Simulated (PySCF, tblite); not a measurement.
# C₅H₈F₂O₂Si: geometry, infrared bands and NMR shifts

Wanted: the infrared bands and NMR shifts of C₅H₈F₂O₂Si (`CC(=O)/C=C(\O[SiH3])C(F)F`), by calculation.

The runs use tblite 0.8.0 and PySCF 2.14.0, with density-fitted response routines of our own; the level of theory stands in each step. All values are computed, except where a source is named. Atoms are numbered from 0 throughout.

## 1. The molecule as given

18 atoms, charge 0, multiplicity 1; geometry from: force field or distance geometry start.

Bonds of the start (Å): C0–C1 1.51, C1–O2 1.23, C1–C3 1.46, C3–C4 1.32, C4–O5 1.39, O5–Si6 1.72, C4–C7 1.49, C7–F8 1.38, C7–F9 1.38, C0–H10 1.09, C0–H11 1.11, C0–H12 1.11, C3–H13 1.07, Si6–H14 1.47, Si6–H15 1.46, Si6–H16 1.48, C7–H17 1.11.

## 2. Optimising the geometry with GFN2-xTB

The job: settings as JSON, then the geometry in Å.

```
{"job": {"kind": "relax", "xc": "GFN2-xTB", "basis": "xTB"}, "charge": 0, "multiplicity": 1}
C      3.001600    -0.651700     0.415700
C      1.587500    -0.521800    -0.084000
O      1.127400    -1.455600    -0.739400
C      0.761000     0.653500     0.197400
C     -0.477200     0.697700    -0.248900
O     -0.940500    -0.376800    -0.999500
Si    -2.274000    -1.372500    -0.549200
C     -1.289600     1.907900     0.048700
F     -2.393800     1.464900     0.747400
F     -0.629700     2.808200     0.866200
H      3.728900    -0.554000    -0.385100
H      3.170500     0.182100     1.127800
H      3.044600    -1.596800     1.002900
H      1.154800     1.463400     0.782200
H     -1.894000    -2.794400    -0.637000
H     -3.398000    -1.118700    -1.440100
H     -2.744800    -1.067400     0.823500
H     -1.543500     2.338400    -0.940200
```

On the command line:

```bash
> OMP_NUM_THREADS=1 python probes_run.py task.json out
```

This one command runs all jobs of the session in turn.

**Question.** This job is followed by: GFN2-xTB harmonic vibrations, gas phase; GIAO PBE0/pcSseg-1 NMR shielding, non-relativistic, gas phase. Predict these results of the whole session: strongest single infrared mode (GFN2-xTB); zero-point energy (GFN2-xTB); ¹³C shifts against TMS (PBE0/pcSseg-1); ¹H shifts against TMS (PBE0/pcSseg-1, means over atoms taken as alike); ¹⁷O shifts against H2O (PBE0/pcSseg-1); ²⁹Si shifts against TMS (PBE0/pcSseg-1); ¹⁹F shifts against CFCl3 (PBE0/pcSseg-1, means over atoms taken as alike); surface potential, 1st and 99th percentile.

As calculated:

```
                                                                 quantity                                 value
                                strongest single infrared mode (GFN2-xTB)                 1708 cm⁻¹, 449 km/mol
                                             zero-point energy (GFN2-xTB)                         74.7 kcal/mol
                                   ¹³C shifts against TMS (PBE0/pcSseg-1)  204.5, 174.2, 121.3, 105.2, 33.0 ppm
   ¹H shifts against TMS (PBE0/pcSseg-1, means over atoms taken as alike)            6.15, 5.97, 5.35, 2.23 ppm
                                   ¹⁷O shifts against H2O (PBE0/pcSseg-1)                      551.4, 140.6 ppm
                                  ²⁹Si shifts against TMS (PBE0/pcSseg-1)                             -47.1 ppm
¹⁹F shifts against CFCl3 (PBE0/pcSseg-1, means over atoms taken as alike)                            -129.2 ppm
                                    surface potential, 1st and 99th percentile                    -1.17 V and 1.28 V
```

The optimisation took 170 steps and gained 1.179 eV; among the close pairs (by a distance rule), C4–O5 changed most, from 1.390 to 1.299 Å. No mode is imaginary among the 48: a minimum at this level. The strongest single mode, at 1708 cm⁻¹, is spread over several atoms, C1, O2, C4 among them. GFN2-xTB is a fitted tight-binding method: band positions and strengths are rough. Its intensities can rank the bands wrongly. C1 (ketone carbonyl carbon) lies farthest downfield among carbon, at 204.5 ppm; the double bond to the heteroatom, with no lone-pair donor beside it, deshields it most. H17 (hydrogen on an allylic sp3 CH bonded to 2 F) lies farthest downfield among hydrogen, at 6.15 ppm; its carbon carries F, an electronegative neighbour. At PBE0/pcSseg-1: The largest span, 947 ppm, is at O2, where the paramagnetic term is -623 ppm. By nearest atom (PBE0/pcSseg-1), the HOMO sits on C3 36 %; O5 19 % and the LUMO on C1, C4 about 25 % each; O2 16 %.
